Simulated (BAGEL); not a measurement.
# UHF/6-31G(d) (density fitting with qzvpp-jkfit, spherical functions) run of BHSBr (SMILES S[B]Br)

Aim: the energy change on altering one bond length of BHSBr at UHF/6-31G* (density fitting with qzvpp-jkfit, spherical functions), from 2 runs. 

The calculation is run with BAGEL 1.2.2.

**1. The system as given**

BHSBr has 4 atoms, charge 0, and is taken as a doublet. As SMILES, `S[B]Br`. Geometry: relaxed at PBE0-D4/def2-TZVP.

Bond lengths: S1–B2 1.761 Å, B2–Br3 1.882 Å, S1–H4 1.345 Å. Angles: S1–B2–Br3 124.8°, B2–S1–H4 96.6°.

**2. A single-point energy at UHF/6-31G(d) (density fitting with qzvpp-jkfit, spherical functions)**

The input, input.json:

```json
{ "bagel": [

{
  "title": "molecule",
  "basis": "6-31gs.json",
  "df_basis": "qzvpp-jkfit",
  "angstrom": true,
  "geometry": [
    { "atom": "S", "xyz": [      -0.702000,       0.264600,      -0.808500 ] },
    { "atom": "B", "xyz": [       0.466200,      -0.103000,       0.457200 ] },
    { "atom": "Br", "xyz": [       0.566600,      -1.738600,       1.383500 ] },
    { "atom": "H", "xyz": [      -0.275300,       1.516800,      -1.052500 ] }
  ]
},

{ "title": "uhf", "nopen": 1 },

{ "title": "print", "file": "orbitals.molden", "orbitals": true }

]}
```

The basis set 6-31G* is read from a file made from the Basis Set Exchange's data (not shown).

Command:

```
$ BAGEL_NUM_THREADS=1 BAGEL input.json > input.out
```

Log:

```text
* using 1 threads per process

  ===============================================================
  ===============================================================

  *** Geometry ***

  { "atom" : "S", "xyz" : [     -1.326588,      0.500022,     -1.527844 ] },
  { "atom" : "B", "xyz" : [      0.880990,     -0.194642,      0.863983 ] },
  { "atom" : "Br", "xyz" : [      1.070719,     -3.285478,      2.614436 ] },
  { "atom" : "H", "xyz" : [     -0.520242,      2.866337,     -1.988937 ] },

  Number of auxiliary basis functions:      487

  Since a DF basis is specified, we compute 2- and 3-index integrals:
    o Being stored without compression. Storage requirement is 0.017 GB

  Number of basis functions:       66
  Number of electrons      :       57

    * METHOD: MOLECULE                             0.45

  *** Open-shell HF ***

  === Nuclear Repulsion ===
   176.8932432422

      * DIIS with orbital gradients will be used.

  === UHF iteration (6-31gs.json) ===
      0      -2994.81484378          0.01543757           0.15
      1      -2994.86577497          0.00651140           0.14
      2      -2994.87575647          0.00339904           0.15
      3      -2994.87801382          0.00139608           0.14
      4      -2994.87928249          0.00028841           0.14
      5      -2994.87940717          0.00011666           0.18
      6      -2994.87945474          0.00003519           0.22
      7      -2994.87946319          0.00001764           0.20
      8      -2994.87946627          0.00000872           0.16
      9      -2994.87946740          0.00000281           0.22
     10      -2994.87946750          0.00000142           0.23
     11      -2994.87946752          0.00000065           0.19
     12      -2994.87946753          0.00000029           0.14
     13      -2994.87946753          0.00000014           0.15
     14      -2994.87946753          0.00000008           0.14
     15      -2994.87946753          0.00000004           0.14
     16      -2994.87946753          0.00000002           0.15
     17      -2994.87946753          0.00000001           0.14
    * SCF iteration converged.

    * S^2 (UHF) is 0.7572

    * Permanent dipole moment:
           (   -0.054933,    -0.568038,     0.238729) a.u.

    * METHOD: UHF                                  3.27

    * METHOD: PRINT                                0.02

  ===============================================================
```

Run time: 4.2 s. Hardware: 1 thread of Intel Xeon Platinum 8259CL at 2.50GHz (Skylake/Cascade Lake), shared host; peak memory 0.1 GiB.

**3. The distorted shape**

The input, input.json:

```json
{ "bagel" : [

{
  "title" : "molecule",
  "basis" : "6-31gs.json",
  "df_basis" : "qzvpp-jkfit",
  "angstrom" : true,
  "geometry" : [
    { "atom" : "S", "xyz" : [   -1.052488,    0.374889,   -1.188241 ] },
    { "atom" : "B", "xyz" : [    0.466200,   -0.103000,    0.457200 ] },
    { "atom" : "Br", "xyz" : [    0.566600,   -1.738600,    1.383500 ] },
    { "atom" : "H", "xyz" : [   -0.625788,    1.627089,   -1.432241 ] }
  ]
},
{ "title" : "uhf", "nopen" : 1 },
{ "title" : "print", "file" : "orbitals.molden", "orbitals" : true }

]}
```

The basis set 6-31G* is read from a file made from the Basis Set Exchange's data (not shown).

Command:

```
$ BAGEL_NUM_THREADS=1 BAGEL input.json > input.out
```

Log:

```text
* using 1 threads per process

  ===============================================================
  ===============================================================

  *** Geometry ***

  { "atom" : "S", "xyz" : [     -1.988914,      0.708438,     -2.245450 ] },
  { "atom" : "B", "xyz" : [      0.880990,     -0.194642,      0.863983 ] },
  { "atom" : "Br", "xyz" : [      1.070719,     -3.285478,      2.614436 ] },
  { "atom" : "H", "xyz" : [     -1.182568,      3.074753,     -2.706543 ] },

  Number of auxiliary basis functions:      487

  Since a DF basis is specified, we compute 2- and 3-index integrals:
    o Being stored without compression. Storage requirement is 0.017 GB

  Number of basis functions:       66
  Number of electrons      :       57

    * METHOD: MOLECULE                             0.51

  *** Open-shell HF ***

  === Nuclear Repulsion ===
   159.0597142037

      * DIIS with orbital gradients will be used.

  === UHF iteration (6-31gs.json) ===
      0      -2994.75288145          0.01658878           0.26
      1      -2994.80472623          0.00874499           0.18
      2      -2994.81960682          0.00505254           0.15
      3      -2994.82443678          0.00148967           0.15
      4      -2994.82729163          0.00051225           0.18
      5      -2994.82765848          0.00023073           0.19
      6      -2994.82774944          0.00007768           0.15
      7      -2994.82776520          0.00003312           0.14
      8      -2994.82777332          0.00001920           0.19
      9      -2994.82777836          0.00001528           0.20
     10      -2994.82778009          0.00001408           0.21
     11      -2994.82778331          0.00001030           0.23
     12      -2994.82778473          0.00000466           0.17
     13      -2994.82778470          0.00000182           0.15
     14      -2994.82778475          0.00000084           0.16
     15      -2994.82778475          0.00000051           0.14
     16      -2994.82778476          0.00000029           0.14
     17      -2994.82778475          0.00000019           0.14
     18      -2994.82778475          0.00000018           0.14
     19      -2994.82778475          0.00000018           0.14
     20      -2994.82778476          0.00000008           0.14
     21      -2994.82778476          0.00000003           0.15
     22      -2994.82778476          0.00000001           0.21
     23      -2994.82778476          0.00000001           0.15
    * SCF iteration converged.

    * S^2 (UHF) is 0.7891

    * Permanent dipole moment:
           (   -0.511468,    -0.165441,    -0.387895) a.u.

    * METHOD: UHF                                  4.52

    * METHOD: PRINT                                0.01

  ===============================================================
```

Run time: 5.4 s. Hardware: 1 thread of Intel Xeon Platinum 8259CL at 2.50GHz (Skylake/Cascade Lake), shared host; peak memory 0.1 GiB.

**4. What came out**

Level: UHF/6-31G* (density fitting with qzvpp-jkfit, spherical functions).

| quantity | value |
| --- | --- |
| first shape: total energy | -2994.87947 Eh |
| first shape: dipole moment | 1.57 D |
| first shape: ⟨S²⟩ | 0.757 |
| distorted shape: total energy | -2994.82778 Eh |
| distorted shape: dipole moment | 1.68 D |
| distorted shape: ⟨S²⟩ | 0.789 |
| energy change with the S1–B2 bond stretched from 1.761 to 2.290 Å | 1.406 eV |

**Reading.** With the S1–B2 bond stretched from 1.761 to 2.290 Å the energy rises by 1.41 eV (32 kcal/mol). The first shape isn't relaxed at this level, so the change isn't measured from a minimum.
